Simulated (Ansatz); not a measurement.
**CHGeSi (doublet): the correlation ladder at a displaced geometry (v2), cc-pVDZ**

How much of the correlation energy of CHGeSi (doublet) does each wave-function method recover here?

Method: cc-pVDZ, core rule «outside noble gas», up to 20 orbitals frozen; program: Ansatz 0.2.0, Gaussian basis.

The runs, in order: UHF; CCSD(T) on ROHF; CCSD(T) on UHF; BCCD(T) on ROHF; CISD; CCSDT(Q) on ROHF; CCSDT(Q) on UHF; CASSCF and MRCISD+Q, 9 electrons in 9 orbitals; CASSCF and NEVPT2, 9 electrons in 9 orbitals.

19 further runs of the same task are left out: 6 that didn't finish, 13 set aside as unsound or not needed.

## 1. The geometry

The geometry is a PBE0/def2-TZVP stationary point (not a proven minimum) with its atoms shifted at random (size 0.100 Å). No spin-orbit coupling is included. The filled d shell of Ge may be among the frozen orbitals whatever the setting's name suggests; the logs give the count.

4 atoms, charge 0, spin multiplicity 2.

Atoms are counted from 1 here; the program's logs count them from 0.

Bond lengths: C1–Ge2 1.933 Å, C1–Si3 1.717 Å, C1–H4 1.165 Å, Ge2–Si3 2.510 Å. Angles: Ge2–C1–Si3 86.7°, Ge2–C1–H4 125.3°, Si3–C1–H4 147.5°, C1–Ge2–Si3 43.1°, C1–Si3–Ge2 50.2°.

## 2. UHF

Contents of in.yaml:

```yaml
crystal:
  periodic: [false, false, false]
  atoms:
    - {symbol: C, position_ang: [0.127130, -1.090924, -0.731664]}
    - {symbol: Ge, position_ang: [-0.037744, 0.088383, 0.790781]}
    - {symbol: Si, position_ang: [0.038876, 0.318850, -1.707800]}
    - {symbol: H, position_ang: [0.121985, -2.254555, -0.684703]}
basis:
  gaussian: {orbitals: cc-pVDZ}
magnetization: {spin_polarized: true, initial_magnetization: 1}
hamiltonian: {xc: hf}
output: {orbitals: {seedname: orbitals}}
```

The run is started by

```sh
$ ansatz run in.yaml --threads 1 --pin off --events-out ev --progress --plain --max-ram 2393MiB
```

After this run come: CCSD(T) on ROHF; CCSD(T) on UHF; BCCD(T) on ROHF; CISD; CCSDT(Q) on ROHF; CCSDT(Q) on UHF; CASSCF and MRCISD+Q, 9 electrons in 9 orbitals; CASSCF and NEVPT2, 9 electrons in 9 orbitals.

Before running them: what should the planned runs give, taken together? Wanted: UCCSDT(Q) below the RHF energy; RMP2 from UCCSDT(Q); UMP2 from UCCSDT(Q); RCCSD from UCCSDT(Q); RCCSD(T) from UCCSDT(Q); UCCSD(T) from UCCSDT(Q); RCCSDT(Q) from UCCSDT(Q); T1 diagnostic.

The runs gave:

```
                         quantity          value
   UCCSDT(Q) below the RHF energy     -9.0299 eV
              RMP2 from UCCSDT(Q)  +121.3 kJ/mol
              UMP2 from UCCSDT(Q)  +126.7 kJ/mol
             RCCSD from UCCSDT(Q)   +50.5 kJ/mol
          RCCSD(T) from UCCSDT(Q)    +7.1 kJ/mol
          UCCSD(T) from UCCSDT(Q)    +7.2 kJ/mol
         RCCSDT(Q) from UCCSDT(Q)    +0.3 kJ/mol
levels within 1 kcal/mol (43 meV)      RCCSDT(Q)
                    T1 diagnostic          0.025
```

In words: RCCSD(T) misses by +7.1 kJ/mol, 0.8 % of the correlation energy. These misses are within one basis, not against nature; the frozen cores of restricted and unrestricted runs differ, which can shift their rows.
